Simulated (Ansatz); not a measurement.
**CH4Cl2OSTi: taking an electron away**

One table from this session's results is given with a row withheld; the runs are named, their logs left out.

Method: unrestricted cation, the program's frozen cores in correlated methods; program: Ansatz 0.2.0, Gaussian basis.

Levels to be run: UKS PBE-D4/def2-TZVPP; UKS r2SCAN-D4/def2-TZVPP; UKS PBE0-D4/def2-TZVPP; UKS B3LYP-D4/def2-TZVPP; UKS wB97X-V/def2-TZVPP; UKS wB97M-V/def2-TZVPP; UKS B2PLYP/def2-TZVPP; UHF-CCSD(T)/def2-TZVPP; UHF-MP2/def2-QZVPP; extrapolation to the limit; then −ε(HOMO) from the neutral's earlier runs with LDA (SPW92), PBE-D4, revPBE-D4, BLYP-D4, r2SCAN-D4, B97M-V, PBE0-D4, B3LYP-D4, r2SCANh-D4, r2SCAN0-D4, HSE06-D4, BHLYP-D4, CAM-B3LYP-D4, LC-ωPBE, ωB97X-V, ωB97M-V.

### The geometry

The geometry comes from an earlier relaxation with PBE0-D4 in a triple-zeta def2 set; it is a stationary point, not always the lowest conformer.

10 atoms, charge 0, spin multiplicity 1.

Atoms are counted from 1 here; the program's logs count them from 0.

Bond lengths: C1–S2 1.820 Å, C1–H7 1.089 Å, C1–H8 1.090 Å, C1–H9 1.089 Å, S2–Ti3 2.252 Å, Ti3–O4 1.762 Å, Ti3–Cl5 2.198 Å, Ti3–Cl6 2.186 Å, O4–H10 0.958 Å. Angles: S2–C1–H7 110.7°, S2–C1–H8 106.9°, S2–C1–H9 110.4°, H7–C1–H8 109.5°, H7–C1–H9 110.1°, H8–C1–H9 109.2°, C1–S2–Ti3 100.1°, S2–Ti3–O4 107.0°, S2–Ti3–Cl5 109.3°, S2–Ti3–Cl6 107.2°, O4–Ti3–Cl5 108.4°, O4–Ti3–Cl6 113.6°, Cl5–Ti3–Cl6 111.2°, Ti3–O4–H10 142.5°.

Set-up of the first run:

The input, in.yaml:

```yaml
crystal:
  periodic: [false, false, false]
  atoms:
    - {symbol: C, position_ang: [-0.391124, -0.704864, -1.623204]}
    - {symbol: S, position_ang: [-1.094287, 0.796671, -0.873003]}
    - {symbol: Ti, position_ang: [0.138480, 0.910797, 1.007616]}
    - {symbol: O, position_ang: [0.313849, -0.735894, 1.609607]}
    - {symbol: Cl, position_ang: [2.136266, 1.688022, 0.520063]}
    - {symbol: Cl, position_ang: [-0.911558, 2.240588, 2.388830]}
    - {symbol: H, position_ang: [-0.411042, -1.533275, -0.916577]}
    - {symbol: H, position_ang: [-1.010093, -0.947663, -2.486652]}
    - {symbol: H, position_ang: [0.629585, -0.520022, -1.955454]}
    - {symbol: H, position_ang: [0.682924, -1.245659, 2.331673]}
basis:
  gaussian: {orbitals: def2-TZVPP}
total_charge: 1
magnetization: {spin_polarized: true, initial_magnetization: 1}
hamiltonian: {xc: pbe, dispersion: d4}
```

Steps of the session up to this table: Cation, UKS PBE-D4/def2-TZVPP; Cation, UKS r2SCAN-D4/def2-TZVPP; Cation, UKS PBE0-D4/def2-TZVPP; Cation, UKS B3LYP-D4/def2-TZVPP; Cation, UKS wB97X-V/def2-TZVPP; Cation, UKS wB97M-V/def2-TZVPP; Cation, UKS B2PLYP (frozen core)/def2-TZVPP; Cation, UHF-CCSD(T)/def2-TZVPP; Cation, UHF-MP2/def2-QZVPP.

One table of the session follows, with a row left open; its other results are not shown here.

It belongs to the step «Ionisation energies side by side». For comparison, −ε(HOMO) of the neutral from earlier runs:

| functional | −ε(HOMO) (eV) |
| --- | --- |
| LDA (SPW92) | 6.40 |
| PBE-D4 | 6.27 |
| revPBE-D4 | 6.22 |
| BLYP-D4 | 6.11 |
| r2SCAN-D4 | 6.54 |
| B97M-V | 6.62 |
| PBE0-D4 | 7.45 |
| B3LYP-D4 | 7.21 |
| r2SCANh-D4 | 6.97 |
| r2SCAN0-D4 | 7.62 |
| HSE06-D4 | 7.05 |
| BHLYP-D4 | 8.48 |
| CAM-B3LYP-D4 | 8.72 |
| LC-ωPBE | ? |
| ωB97X-V | 9.72 |
| ωB97M-V | 9.56 |

**Question.** Estimate the row for LC-ωPBE.

**Answer.** −ε(HOMO) (eV): 10.07. In the column «−ε(HOMO) (eV)» it is the highest.
